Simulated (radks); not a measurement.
# Nuclear size and the levels of Ce

Aim: how the total energy, the levels and the density at the nucleus of Ce respond when the nuclear radius is scaled.

Program: radks (a radial shooting solver on a logarithmic mesh, Libxc functionals) version 1. Level of theory: Dirac Kohn-Sham, BLYP, spin-unpolarised, spherical densities, finite nucleus; open shells fill j = l - 1/2 first. These are calculated values, not measurements, unless marked.

### Step 1. The atom as given

| Property | Result |
| --- | --- |
| element | cerium (Z = 58) |
| charge | 0 |
| electrons | 58 |
| configuration | [Xe] 4f1 5d1 6s2 |
| nuclear rms radius | 4.8771 fm |

### Step 2. rms radius 4.8771 fm

Input:

```text
Z 58
configuration [Xe] 4f1 5d1 6s2 6p0 7s0
relativity Dirac
functional b88,lyp
spin unpolarised
j_filling energy
nucleus finite rms 4.8771 fm
c 137.035999084
```

### Step 3. rms radius 4.009 fm

Changes since step 2:

```diff
@@ -6,3 +6,3 @@
 j_filling energy
-nucleus finite rms 4.8771 fm
+nucleus finite rms 4.009 fm
 c 137.035999084
```

### Step 4. rms radius 4.6528 fm

Changes since step 3:

```diff
@@ -6,3 +6,3 @@
 j_filling energy
-nucleus finite rms 4.009 fm
+nucleus finite rms 4.6528 fm
 c 137.035999084
```

### Step 5. rms radius 5.1356 fm

Changes since step 4:

```diff
@@ -6,3 +6,3 @@
 j_filling energy
-nucleus finite rms 4.6528 fm
+nucleus finite rms 5.1356 fm
 c 137.035999084
```

### Step 6. rms radius 5.6087 fm

Changes since step 5:

```diff
@@ -6,3 +6,3 @@
 j_filling energy
-nucleus finite rms 5.1356 fm
+nucleus finite rms 5.6087 fm
 c 137.035999084
```

Q: Predict the outcome of this session. Wanted: for each run, rms radius; total energy shift; density at nucleus; 1s1/2 shift; 2s1/2 shift; 5s1/2 shift; 5p1/2 shift; 6s1/2 shift.

The runs gave:

```csv
rms radius (fm),total energy shift (eV),density at nucleus (e/bohr³),1s1/2 shift (meV),2s1/2 shift (meV),5s1/2 shift (meV),5p1/2 shift (meV),6s1/2 shift (meV)
4.009,-3.41,3.99e+05,-1418,-173,-1.25,0.223,-0.0776
4.6528,-0.933,3.869e+05,-388,-47.4,-0.341,0.0610,-0.0212
4.8771,0,3.831e+05,0,0,0,0,0
5.1356,1.12,3.79e+05,465,56.8,0.409,-0.0731,0.0254
5.6087,3.28,3.721e+05,1364,167,1.20,-0.214,0.0747
```

What this shows: Shifts are against the first run. Over the range the 1s1/2 level moves by 2.78 eV and the 6s1/2 level by 0.152 meV. A larger nucleus binds the 1s electrons less and lowers the density at its centre. These are shifts of eigenvalues, not the field shifts of spectral lines.
